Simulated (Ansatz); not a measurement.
Working through a surface slab of NbH₂, space group Fm-3m

Program: the Ansatz DFT code, driven from Python.

Notebook, run cell by cell (the value of a cell's last expression is shown):

**Cell 1**
```python
import warnings

import ansatz
from ase import Atoms
from ase.build import surface
import numpy as np
```

**Cell 2**
```python
SETTINGS = {
    "smearing_width": 0.1,
}
```

**Cell 3**
```python
warnings.simplefilter("ignore", ansatz.DeckWarning)
```

**Cell 4**
```python
atoms = Atoms(
    ["Nb", "H", "H"],
    scaled_positions=[
        [0.0, 0.0, 0.0],
        [0.25, 0.25, 0.25],
        [0.75, 0.75, 0.75],
    ],
    cell=[
        [0.0, 2.2815, 2.2815],
        [2.2815, 0.0, 2.2815],
        [2.2815, 2.2815, 0.0],
    ],
    pbc=True,
)
# Miller indices count the vectors of the cell as typed
slab = surface(atoms, (1, 0, 0), 3, vacuum=6.0)
slab.pbc = True
```

**Cell 5**
```python
print(slab.get_chemical_formula(), "area {:.3f} A^2, cell height {:.2f} A".format(np.linalg.norm(np.cross(slab.cell[0], slab.cell[1])), slab.cell[2, 2]))
```
Output:
```text
H6Nb3 area 9.016 A^2, cell height 19.24 A
```

**Cell 6**
```python
def prepared(structure):
    return (
        ansatz.Crystal.from_ase(structure).calculation()
        .functional(ansatz.Functional.LDA)
        .occupations(ansatz.OccupationsMethod.FERMI_DIRAC, width=SETTINGS["smearing_width"])
    )
```

**Cell 7**
```python
calc = prepared(slab)
calc = calc.kpoints(6, 6, 1).electric_field(axis=3, dipole_correction=True)
calc = calc.potential().forces()
result = calc.run(threads=1, pin="off")
r = result.report

r["n_electrons"]
```
Output:
```text
RunWarning: efield: at this solve's end the planar-averaged density reaches 1.38e-4 e/Å³ inside the ramp window [0.8980, 0.1020] (bound 1e-5 e/Å³); the window's nearer edge stands 4.04 Å from this solve's nearest atom along the axis. Its work functions, free energy, forces, stress, dipole, levels and responses can be [...]
RunWarning: The output density's exchange-correlation potential varies sharply where the density is thin. Do not read a vacuum level from v_tot or v_xc, or from such a field of the output density. On a cell that repeats whose density bears no net charge and no dipole along the vacuum's axis use v_es (v_loc + v_h of [...]
45.0
```

**Cell 8**
```python
r["kweights"]
```
Output:
```text
[0.027777777777777776, 0.16666666666666666, 0.16666666666666666, 0.08333333333333333,
 0.16666666666666666, 0.3333333333333333, 0.05555555555555555]
```

**Cell 9**
```python
type(result).__name__, type(r).__name__
```
Output:
```text
('RunOutcome', 'dict')
```

**Cell 10**
```python
print(f"slab free energy {r['free_energy_ev']:.4f} eV, Fermi level {r['fermi_energy_ev']:.3f} eV")
face = r["work_function"]
print("work function (eV), upper and lower face:", *(round(face[k], 3) for k in ("phi_plus_ev", "phi_minus_ev") if face.get(k) is not None))
print(f"dipole {face['dipole_moment_e_ang']:+.4f} e A")
```
Output:
```text
slab free energy -13420.6430 eV, Fermi level 2.341 eV
work function (eV), upper and lower face: 7.123 4.829
dipole -0.1142 e A
```

**Cell 11**
```python
# surface energy from the bulk energy at the same settings
bulk = prepared(atoms).kpoints(8, 8, 8).run(threads=1, pin="off").report
excess = r["free_energy_ev"] - bulk["free_energy_ev"] * len(slab) / len(atoms)
area = np.linalg.norm(np.cross(slab.cell[0], slab.cell[1]))
print(f"mean surface energy {excess / (2 * area) * 16.02177:.3f} J/m^2 ({1000 * excess / (2 * area):.1f} meV/A^2)")
```
Output:
```text
mean surface energy 3.472 J/m^2 (216.7 meV/A^2)
```

**Cell 12**
```python
print("z (A) and force along z (eV/A)")
for site, force in sorted(zip(result.lattice.sites, r["forces_ev_ang"]), key=lambda pair: pair[0].position_ang[2]):
    print(f"{site.symbol:3s} {site.position_ang[2]:8.3f} {force[2]:9.4f}")
```
Output:
```text
z (A) and force along z (eV/A)
Nb     6.000    1.2062
H      6.659   -0.3144
H      7.976   -0.2382
Nb     8.634   -0.4874
H      9.293   -0.3553
H     10.610    0.1842
Nb    11.269    1.3194
H     11.928    0.3703
H     13.245   -1.6846
```

Reading the output:
- Absolute energies stand on the zero of these potentials, so only differences at equal settings mean something. A total without «per atom» is that of the cell as typed.
- The density doesn't vanish in the vacuum (a short gap or a low cutoff), which blurs the vacuum level.
- The mesh is modest for a metal, so energies can be off by several to tens of meV an atom and pressures by half a GPa or more; differences at equal mesh fare better.
- The zero of the levels is a convention of the potentials, so an absolute Fermi energy is no work function.
- The starting cell is as deposited in a crystallographic database; the results hold for this polymorph, which needn't be the stable one.
- Warnings are shown shortened and without file and line.
- The slab is thin and cut from the structure as given; a cut can leave two unlike or polar faces, and the surface energy is then their mean. Miller indices refer to the vectors of the cell as typed, and the lattice isn't relaxed for this functional, so relaxation and surface energy can hold strain.
- The script silences the warnings on its input, which a real study should read.
- Run time: 6.4 s on 1 thread of Arm Neoverse V1, with other jobs on the host, peak memory 0.46 GiB.

(Lines on the test bed's own set-up are left out of the output.)
